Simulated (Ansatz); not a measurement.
# F₂H₈O₂Si₂: search for a transition state, part 1 of 2

Aim: find the saddle point of a ligand exchange through a proton shuttle that is to form Si1–O7, H6–O9, Si2–H8 and break Si1–Si2, H6–O7, H8–O9, prove it by its vibrations, and relax downhill on both sides to see what it joins.

Computed with Ansatz 0.2.0, Gaussian basis. Level: PBE0-D4, def2-SVP first, then def2-TZVP.

190 further runs of the same task are left out: 190 set aside as unsound or not needed. Runs told in other sessions of the task aren't counted.

**1. Starting geometry**

The guess: 14 atoms, charge 0, spin multiplicity 1.

Atoms are counted from 1 here; the program's logs count them from 0.

Bond lengths: Si1–F3 1.610 Å, Si1–F4 1.656 Å, Si1–H5 1.452 Å, Si1–O7 1.839 Å, Si2–H10 1.470 Å, Si2–H11 1.462 Å, Si2–H12 1.478 Å, H6–O9 1.162 Å, O7–H13 0.957 Å, O9–H14 0.962 Å. Angles: F3–Si1–F4 91.9°, F3–Si1–H5 124.8°, F3–Si1–O7 88.8°, F4–Si1–H5 92.1°, F4–Si1–O7 178.1°, H5–Si1–O7 86.1°, H10–Si2–H11 104.9°, H10–Si2–H12 109.2°, H11–Si2–H12 103.7°, Si1–O7–H13 119.3°, H6–O9–H14 108.8°.

Coordinates:

```tsv
atom	x (Å)	y (Å)	z (Å)
Si1	-1.1635	-0.1627	-0.5024
Si2	0.2091	-0.5392	1.5787
F3	-1.5734	-1.6499	-0.9649
F4	-2.4153	-0.0953	0.5797
H5	-1.5968	1.0580	-1.1593
H6	1.0680	0.6215	-1.2637
O7	0.1983	-0.1941	-1.7372
H8	0.7824	0.7793	0.3761
O9	1.5701	1.3127	-0.4758
H10	0.0727	0.4326	2.6733
H11	-0.5748	-1.6977	2.0055
H12	1.5969	-1.0461	1.5504
H13	0.5439	-1.0368	-2.0319
H14	1.2824	2.2178	-0.6285
```

Distances that are to change: Si1–O7 1.84 Å, H6–O9 1.16 Å, Si2–H8 1.87 Å, Si1–Si2 2.52 Å, H6–O7 1.28 Å, H8–O9 1.28 Å.

**2. Constrained relaxation of the guess**

hold/in.yaml reads:

```yaml
crystal:
  periodic: [false, false, false]
  atoms:
    - {symbol: Si, position_ang: [-1.163500, -0.162700, -0.502400]}
    - {symbol: Si, position_ang: [0.209100, -0.539200, 1.578700]}
    - {symbol: F, position_ang: [-1.573400, -1.649900, -0.964900]}
    - {symbol: F, position_ang: [-2.415300, -0.095300, 0.579700]}
    - {symbol: H, position_ang: [-1.596800, 1.058000, -1.159300]}
    - {symbol: H, position_ang: [1.068000, 0.621500, -1.263700]}
    - {symbol: O, position_ang: [0.198300, -0.194100, -1.737200]}
    - {symbol: H, position_ang: [0.782400, 0.779300, 0.376100]}
    - {symbol: O, position_ang: [1.570100, 1.312700, -0.475800]}
    - {symbol: H, position_ang: [0.072700, 0.432600, 2.673300]}
    - {symbol: H, position_ang: [-0.574800, -1.697700, 2.005500]}
    - {symbol: H, position_ang: [1.596900, -1.046100, 1.550400]}
    - {symbol: H, position_ang: [0.543900, -1.036800, -2.031900]}
    - {symbol: H, position_ang: [1.282400, 2.217800, -0.628500]}
basis:
  gaussian: {orbitals: def2-SVP}
hamiltonian: {xc: pbe0, dispersion: d4}
relax: {f_tol: 0.04, max_steps: 150, escape_saddle: false, constraints: [{distance: [0, 6]}, {distance: [5, 8]}, {distance: [1, 7]}, {distance: [0, 1]}, {distance: [5, 6]}, {distance: [7, 8]}]}
```

Launch:

```bash
$ ansatz run in.yaml --threads 4 --pin off --events-out ev --progress --plain --max-ram 41984MiB --backend cpu
```

Output, cut to the lines that bear on the results:

```text
Functional definition: PBE0
  name "PBE0"
  cite "Adamo & Barone, J. Chem. Phys. 110, 6158 (1999) doi:10.1063/1.478522"
  cite "Perdew, Burke & Ernzerhof, Phys. Rev. Lett. 77, 3865 (1996) doi:10.1103/PhysRevLett.77.3865"
  parent pbe
[...]
1342 factors; integrals over basis functions are off by at most 3.8e-4 eV
[...]
mean field -25385.90645403 eV, -932.9148550004 hartree, gradient 7.7e-5 eV, S^2 0.000000; 0 other end points of the search recorded, 0 dependent functions left out
[...]
reference -25385.90648220 eV, -932.9148560354 hartree; 35, 35 occupied and 97, 97 virtual orbitals, 1342 factors
relax step   1: F+E_penalty+E_count = -25386.16691027 eV  Δ(F+E_penalty+E_count) = +0.000e0 eV  max|allowed force component| = 9.817e-1 eV/Å  Δτ_max = 0.0000 Å  (25 SCF iters, accepted)
[...]
relax step   3: F+E_penalty+E_count = -25386.41500871 eV  Δ(F+E_penalty+E_count) = -2.755e-2 eV  max|allowed force component| = 2.639e-1 eV/Å  Δτ_max = 0.1392 Å  (28 SCF iters, accepted)
[...]
relax step   5: F+E_penalty+E_count = -25386.44761963 eV  Δ(F+E_penalty+E_count) = -1.600e-2 eV  max|allowed force component| = 1.560e-1 eV/Å  Δτ_max = 0.1998 Å  (29 SCF iters, accepted)
[...]
relax step   7: F+E_penalty+E_count = -25386.45323051 eV  Δ(F+E_penalty+E_count) = +5.540e-3 eV  max|allowed force component| = 2.325e-1 eV/Å  Δτ_max = 0.2000 Å  (27 SCF iters, rejected (line search))
[...]
reference -25386.20115539 eV, -932.9256850753 hartree; 35, 35 occupied and 97, 97 virtual orbitals, 1342 factors
Total energy: -25386.46638677 eV, -932.9354321487 hartree
Atom 0 at    -1.137281    -0.096490    -0.481908 Å, force     0.028299    -0.003711    -0.018758 eV/Å
Atom 1 at     0.249989    -0.506894     1.582991 Å, force     0.024057    -0.016892    -0.006589 eV/Å
Atom 2 at    -1.811438    -1.480020    -1.025641 Å, force     0.016199     0.004954    -0.002715 eV/Å
Atom 3 at    -2.202137     0.081860     0.788484 Å, force     0.012100    -0.004409    -0.000634 eV/Å
Atom 4 at    -1.422017     1.198884    -1.143211 Å, force     0.000774     0.001558    -0.006665 eV/Å
Atom 5 at     1.109364     0.526818    -1.247724 Å, force     0.025926     0.265179     0.306579 eV/Å
Atom 6 at     0.269224    -0.361594    -1.635892 Å, force     0.144339     0.136989     0.098731 eV/Å
Atom 7 at     0.660627     0.794219     0.297752 Å, force     0.740082     0.458584    -0.699847 eV/Å
Atom 8 at     1.489156     1.338221    -0.507433 Å, force    -0.928780    -0.919944     0.334740 eV/Å
Atom 9 at    -0.193326     0.217928     2.802499 Å, force    -0.020982     0.005073    -0.003829 eV/Å
Atom 10 at    -0.382011    -1.861752     1.493942 Å, force    -0.014050     0.010466     0.000900 eV/Å
Atom 11 at     1.726459    -0.756689     1.632315 Å, force     0.001285     0.013966    -0.020954 eV/Å
Atom 12 at     0.547755    -1.275052    -1.780755 Å, force    -0.026011     0.033655     0.022972 eV/Å
Atom 13 at     1.095639     2.180660    -0.775420 Å, force    -0.003238     0.014533    -0.003930 eV/Å
Dipole moment:     0.638363     0.293954    -0.266055 e Å
```

Wall time 21 s (4 threads of AMD EPYC 7R13, shared host).

Along the way: (the energy doesn't fall at every step)

```tsv
step	energy from step 1 (eV)	largest force component (eV/Å)
1	0.0000	0.9817
2	-0.2205	0.4135
3	-0.2481	0.2639
4	-0.2647	0.1687
5	-0.2807	0.1560
6	-0.2919	0.2223
7	-0.2863	0.2325
8	-0.2989	0.0726
9	-0.2994	0.0418
10	-0.2994	0.0337
```

Distances of close pairs at the start and the end, largest changes first:

```tsv
bond	before (Å)	after (Å)	change (Å)
Si2–H11	1.462	1.498	+0.035
Si1–H5	1.452	1.482	+0.030
Si1–F3	1.610	1.632	+0.022
Si2–H12	1.478	1.498	+0.021
Si2–H10	1.470	1.486	+0.016
Si1–F4	1.656	1.667	+0.011
O7–H13	0.957	0.966	+0.009
O9–H14	0.962	0.968	+0.006
```

**3. Force constants to start from**

hessian/in.yaml reads:

```yaml
crystal:
  periodic: [false, false, false]
  atoms:
    - {symbol: Si, position_ang: [-1.137281, -0.096490, -0.481908]}
    - {symbol: Si, position_ang: [0.249989, -0.506894, 1.582991]}
    - {symbol: F, position_ang: [-1.811438, -1.480020, -1.025641]}
    - {symbol: F, position_ang: [-2.202137, 0.081860, 0.788484]}
    - {symbol: H, position_ang: [-1.422017, 1.198884, -1.143211]}
    - {symbol: H, position_ang: [1.109364, 0.526818, -1.247724]}
    - {symbol: O, position_ang: [0.269224, -0.361594, -1.635892]}
    - {symbol: H, position_ang: [0.660627, 0.794219, 0.297752]}
    - {symbol: O, position_ang: [1.489156, 1.338221, -0.507433]}
    - {symbol: H, position_ang: [-0.193326, 0.217928, 2.802499]}
    - {symbol: H, position_ang: [-0.382011, -1.861752, 1.493942]}
    - {symbol: H, position_ang: [1.726459, -0.756689, 1.632315]}
    - {symbol: H, position_ang: [0.547755, -1.275052, -1.780755]}
    - {symbol: H, position_ang: [1.095639, 2.180660, -0.775420]}
basis:
  gaussian: {orbitals: def2-SVP}
hamiltonian: {xc: pbe0, dispersion: d4}
phonons: {}
scf: {lower_state_search: off}
```

Launch:

```bash
$ ansatz run in.yaml --threads 4 --pin off --events-out ev --progress --plain --max-ram 41984MiB --backend cpu
```

Output, cut to the lines that bear on the results:

```text
[... 5 set-up lines as earlier in the session ...]
[...]
1345 factors; integrals over basis functions are off by at most 4.4e-4 eV
[...]
mean field -25386.20114041 eV, -932.9256845249 hartree, gradient 2.5e-6 eV, S^2 0.000000; 0 other end points of the search recorded, 0 dependent functions left out
[...]
reference -25386.20116882 eV, -932.9256855690 hartree; 35, 35 occupied and 97, 97 virtual orbitals, 1345 factors
[... from here to the last solve, the lines of the solves are left out (83 solves) ...]
1345 factors; integrals over basis functions are off by at most 4.4e-4 eV
mean field -25386.20113538 eV, -932.9256843401 hartree, gradient 1.3e-6 eV, S^2 0.000000; 0 other end points of the search recorded, 0 dependent functions left out
[...]
WARN: phonons: modes at or below zero, which the zero-point energy, F, S and C_V leave out: 1, the lowest at -1500.38 cm⁻¹. A minimum has none, and a first-order saddle one
[...]
Atom 7 at     0.660627     0.794219     0.297752 Å, force     0.740078     0.458619    -0.699912 eV/Å
Atom 8 at     1.489156     1.338221    -0.507433 Å, force    -0.928769    -0.919903     0.334599 eV/Å
Atom 9 at    -0.193326     0.217928     2.802499 Å, force    -0.021018     0.005167    -0.003850 eV/Å
Atom 10 at    -0.382011    -1.861752     1.493942 Å, force    -0.014306     0.010797     0.000824 eV/Å
Atom 11 at     1.726459    -0.756689     1.632315 Å, force     0.001264     0.014030    -0.020986 eV/Å
Atom 12 at     0.547755    -1.275052    -1.780755 Å, force    -0.026042     0.033583     0.023173 eV/Å
Atom 13 at     1.095639     2.180660    -0.775420 Å, force    -0.003308     0.014529    -0.003883 eV/Å
Dipole moment:     0.638362     0.293942    -0.266051 e Å
Vibrations: -1500.38 100.58 120.29 178.27 203.74 244.14 268.54 318.17 350.25 376.12 426.76 478.18 484.53 531.76 569.34 619.42 637.55 735.31 792.10 832.86 853.07 909.33 932.96 954.03 1059.74 1136.57 1281.35 1396.87 1642.54 1781.67 2210.74 2216.70 2275.89 2279.43 3848.08 3873.16 cm⁻¹, [...]
Checks for a lower state left out: stability, starts, cluster_reference, orbital_swaps, neighbouring_geometries, increment
```

Run time: 1.7 min. Hardware: 4 threads of AMD EPYC 7R13, shared host.

The structure is not stationary yet, so these wavenumbers are no spectrum; the search needs only the force constants.

**4. Saddle search in the small basis**

The search itself is an outer loop (partitioned rational-function steps, Bofill update of the Hessian). Each step is one single-point run with forces. It stops when the largest force is under 0.04 eV/Å and the followed curvature is negative. The first step's input:

presaddle/in.yaml reads:

```yaml
crystal:
  periodic: [false, false, false]
  atoms:
    - {symbol: Si, position_ang: [-1.137281, -0.096490, -0.481908]}
    - {symbol: Si, position_ang: [0.249989, -0.506894, 1.582991]}
    - {symbol: F, position_ang: [-1.811438, -1.480020, -1.025641]}
    - {symbol: F, position_ang: [-2.202137, 0.081860, 0.788484]}
    - {symbol: H, position_ang: [-1.422017, 1.198884, -1.143211]}
    - {symbol: H, position_ang: [1.109364, 0.526818, -1.247724]}
    - {symbol: O, position_ang: [0.269224, -0.361594, -1.635892]}
    - {symbol: H, position_ang: [0.660627, 0.794219, 0.297752]}
    - {symbol: O, position_ang: [1.489156, 1.338221, -0.507433]}
    - {symbol: H, position_ang: [-0.193326, 0.217928, 2.802499]}
    - {symbol: H, position_ang: [-0.382011, -1.861752, 1.493942]}
    - {symbol: H, position_ang: [1.726459, -0.756689, 1.632315]}
    - {symbol: H, position_ang: [0.547755, -1.275052, -1.780755]}
    - {symbol: H, position_ang: [1.095639, 2.180660, -0.775420]}
basis:
  gaussian: {orbitals: def2-SVP}
hamiltonian: {xc: pbe0, dispersion: d4}
output: {forces: true}
scf: {lower_state_search: off}
```

Launch:

```bash
$ ansatz run in.yaml --threads 4 --pin off --events-out ev --progress --plain --max-ram 41984MiB --backend cpu
```

The driver's record:

```tsv
step	energy (eV)	largest force (eV/Å)	followed curvature (eV/Å²)
1	-25386.46640	0.9288	-12.81
2	-25386.50111	1.0404	-11.85
3	-25386.50588	0.6562	-14.19
4	-25386.51891	0.3683	-14.46
5	-25386.52676	0.1878	-14.55
6	-25386.52790	0.0279	-14.54
```

The 6 steps took 7.7 s in all (4 threads of AMD EPYC 7R13, shared host).

**5. Saddle search in triple zeta**

The search itself is an outer loop (partitioned rational-function steps, Bofill update of the Hessian). Each step is one single-point run with forces. It stops when the largest force is under 0.018 eV/Å and the followed curvature is negative. The first step's input:

saddle/in.yaml reads:

```yaml
crystal:
  periodic: [false, false, false]
  atoms:
    - {symbol: Si, position_ang: [-1.137552, -0.108805, -0.510858]}
    - {symbol: Si, position_ang: [0.280011, -0.464855, 1.581255]}
    - {symbol: F, position_ang: [-1.903467, -1.436777, -1.080765]}
    - {symbol: F, position_ang: [-2.171650, 0.076706, 0.781187]}
    - {symbol: H, position_ang: [-1.393105, 1.202808, -1.158318]}
    - {symbol: H, position_ang: [1.203794, 0.600677, -1.180895]}
    - {symbol: O, position_ang: [0.274407, -0.447362, -1.552526]}
    - {symbol: H, position_ang: [0.706801, 0.834960, 0.305123]}
    - {symbol: O, position_ang: [1.462833, 1.357220, -0.504257]}
    - {symbol: H, position_ang: [-0.228844, 0.132735, 2.845760]}
    - {symbol: H, position_ang: [-0.315913, -1.827455, 1.374283]}
    - {symbol: H, position_ang: [1.758140, -0.710755, 1.674006]}
    - {symbol: H, position_ang: [0.426456, -1.377998, -1.754714]}
    - {symbol: H, position_ang: [1.038090, 2.169000, -0.819281]}
basis:
  gaussian: {orbitals: def2-TZVP}
hamiltonian: {xc: pbe0, dispersion: d4}
output: {forces: true}
scf: {lower_state_search: off}
```

Launch:

```bash
$ ansatz run in.yaml --threads 4 --pin off --events-out ev --progress --plain --max-ram 41984MiB --backend cpu
```

The driver's record:

```tsv
step	energy (eV)	largest force (eV/Å)	followed curvature (eV/Å²)
1	-25404.25271	0.6968	-14.54
2	-25404.27865	0.1790	-14.51
3	-25404.28064	0.1075	-14.46
4	-25404.28127	0.0640	-14.40
5	-25404.28081	0.1613	-14.39
6	-25404.28091	0.1048	-14.38
7	-25404.28126	0.0238	-14.37
8	-25404.28135	0.0282	-14.36
9	-25404.28136	0.0175	-14.37
```

The 9 steps took 30 s in all (4 threads of AMD EPYC 7R13, shared host).

The point found:

```
Si   -1.1503   -0.1321   -0.5204
Si    0.2818   -0.4699    1.6078
F    -1.8845   -1.4443   -1.0922
F    -2.1633    0.0210    0.7643
H    -1.4407    1.1837   -1.1302
H     1.1669    0.5956   -1.2174
O     0.2349   -0.4067   -1.5980
H     0.7360    0.8047    0.2884
O     1.4848    1.3138   -0.5128
H    -0.2531    0.1901    2.8208
H    -0.2992   -1.8384    1.4688
H     1.7546   -0.6790    1.7529
H     0.3958   -1.3156   -1.8616
H     1.1363    2.1771   -0.7703
```

Followed mode, largest move set to 1: H8 (-0.65, -0.60, 0.47); H6 (0.25, 0.42, 0.17); O9 (0.19, 0.04, -0.32); Si1 (0.01, 0.02, -0.26).

**6. Vibrations at the point found**

vib/in.yaml reads:

```yaml
crystal:
  periodic: [false, false, false]
  atoms:
    - {symbol: Si, position_ang: [-1.150280, -0.132068, -0.520446]}
    - {symbol: Si, position_ang: [0.281830, -0.469935, 1.607769]}
    - {symbol: F, position_ang: [-1.884530, -1.444285, -1.092218]}
    - {symbol: F, position_ang: [-2.163304, 0.021030, 0.764270]}
    - {symbol: H, position_ang: [-1.440724, 1.183739, -1.130205]}
    - {symbol: H, position_ang: [1.166909, 0.595617, -1.217403]}
    - {symbol: O, position_ang: [0.234924, -0.406727, -1.598023]}
    - {symbol: H, position_ang: [0.735956, 0.804708, 0.288417]}
    - {symbol: O, position_ang: [1.484765, 1.313796, -0.512810]}
    - {symbol: H, position_ang: [-0.253114, 0.190100, 2.820827]}
    - {symbol: H, position_ang: [-0.299162, -1.838352, 1.468817]}
    - {symbol: H, position_ang: [1.754610, -0.679027, 1.752861]}
    - {symbol: H, position_ang: [0.395775, -1.315601, -1.861575]}
    - {symbol: H, position_ang: [1.136344, 2.177105, -0.770281]}
basis:
  gaussian: {orbitals: def2-TZVP}
hamiltonian: {xc: pbe0, dispersion: d4}
phonons: {temperatures: {t_min: 298.15, t_max: 900, t_step: 200}}
```

Launch:

```bash
$ ansatz run in.yaml --threads 4 --pin off --events-out ev --progress --plain --max-ram 41984MiB --backend cuda --devices 0, --max-vram 37GiB
```

Output, cut to the lines that bear on the results:

```text
[... 5 set-up lines as earlier in the session ...]
[...]
1502 factors; their error is unknown
[...]
mean field -25404.01747044 eV, -933.5804225773 hartree, gradient 2.7e-5 eV, S^2 0.000000; 0 other end points of the search recorded, 0 dependent functions left out
[...]
reference -25404.01750439 eV, -933.5804238249 hartree; 35, 35 occupied and 211, 211 virtual orbitals, 1502 factors
[... from here to the last solve, the lines of the solves are left out (83 solves) ...]
1502 factors; their error is unknown
mean field -25404.01745394 eV, -933.5804219707 hartree, gradient 1.9e-6 eV, S^2 0.000000; 0 other end points of the search recorded, 0 dependent functions left out
[...]
WARN: phonons: modes at or below zero, which the zero-point energy, F, S and C_V leave out: 1, the lowest at -1063.51 cm⁻¹. A minimum has none, and a first-order saddle one
[...]
Atom 6 at     0.234924    -0.406727    -1.598023 Å, force     0.003006    -0.007473    -0.001088 eV/Å
Atom 7 at     0.735956     0.804708     0.288417 Å, force    -0.000281     0.000890     0.001135 eV/Å
Atom 8 at     1.484765     1.313796    -0.512810 Å, force    -0.000825     0.015449     0.002602 eV/Å
Atom 9 at    -0.253114     0.190100     2.820827 Å, force     0.001923    -0.001814    -0.002573 eV/Å
Atom 10 at    -0.299162    -1.838352     1.468817 Å, force     0.000288     0.001561     0.000537 eV/Å
Atom 11 at     1.754610    -0.679027     1.752861 Å, force    -0.002879    -0.000066    -0.000591 eV/Å
Atom 12 at     0.395775    -1.315601    -1.861575 Å, force    -0.001785     0.007429     0.001676 eV/Å
Atom 13 at     1.136344     2.177105    -0.770281 Å, force     0.004177    -0.017486     0.000335 eV/Å
Dipole moment:     0.693827     0.412818    -0.347873 e Å
Vibrations: -1063.51 55.13 90.88 161.13 193.60 211.59 248.46 301.92 315.75 349.97 409.86 458.66 505.33 519.14 527.28 576.44 599.41 739.15 812.71 825.52 863.38 920.27 943.65 958.81 1048.69 1169.98 1305.27 1515.05 1600.92 2183.39 2193.43 2238.48 2258.07 2412.56 3825.54 3894.15 cm⁻¹, [...]
```

Wall time 67 s (1 × a share of an NVIDIA H100 with 4 threads of AMD EPYC 7R13, shared host); peak host memory 0.88 GiB.

Wavenumbers and character of the modes:

```tsv
mode	wavenumber (cm⁻¹)	character
1	1064i	changes H6–O9, Si2–H8, H6–O7, H8–O9
2	55	torsion with bend
3	91	not assigned (largely outside the bonds, angles and torsions drawn)
4	161	not assigned (largely outside the bonds, angles and torsions drawn)
5	194	torsion
6	212	torsion
7	248	not assigned (largely outside the bonds, angles and torsions drawn)
8	302	not assigned (largely outside the bonds, angles and torsions drawn)
9	316	torsion
10	350	bend
11	410	bend with torsion
12	459	not assigned (largely outside the bonds, angles and torsions drawn)
13	505	not assigned (largely outside the bonds, angles and torsions drawn)
14	519	not assigned (largely outside the bonds, angles and torsions drawn)
15	527	Si–O stretch with bend
16	576	not assigned (largely outside the bonds, angles and torsions drawn)
17	599	not assigned (largely outside the bonds, angles and torsions drawn)
18	739	bend with wag or twist
19	813	Si–F stretch
20	826	Si–F stretch with bend
21	863	bend
22	920	bend
23	944	bend
24	959	bend
25	1049	bend
26	1170	not assigned (largely outside the bonds, angles and torsions drawn)
27	1305	not assigned (largely outside the bonds, angles and torsions drawn)
28	1515	bend
29	1601	bend
30	2183	Si–H stretch
31	2193	Si–H stretch
32	2238	Si–H stretch
33	2258	Si–H stretch
34	2413	O–H stretch
35	3826	O–H stretch
36	3894	O–H stretch
```

Vibrational sums (real modes only):

```tsv
T (K)	entropy (J/mol/K)	heat capacity (J/mol/K)
298	110.9	123.1
498	186.9	172.9
698	250.5	203.6
898	304.5	224.2
```

(Continued in part 2 of 2.)
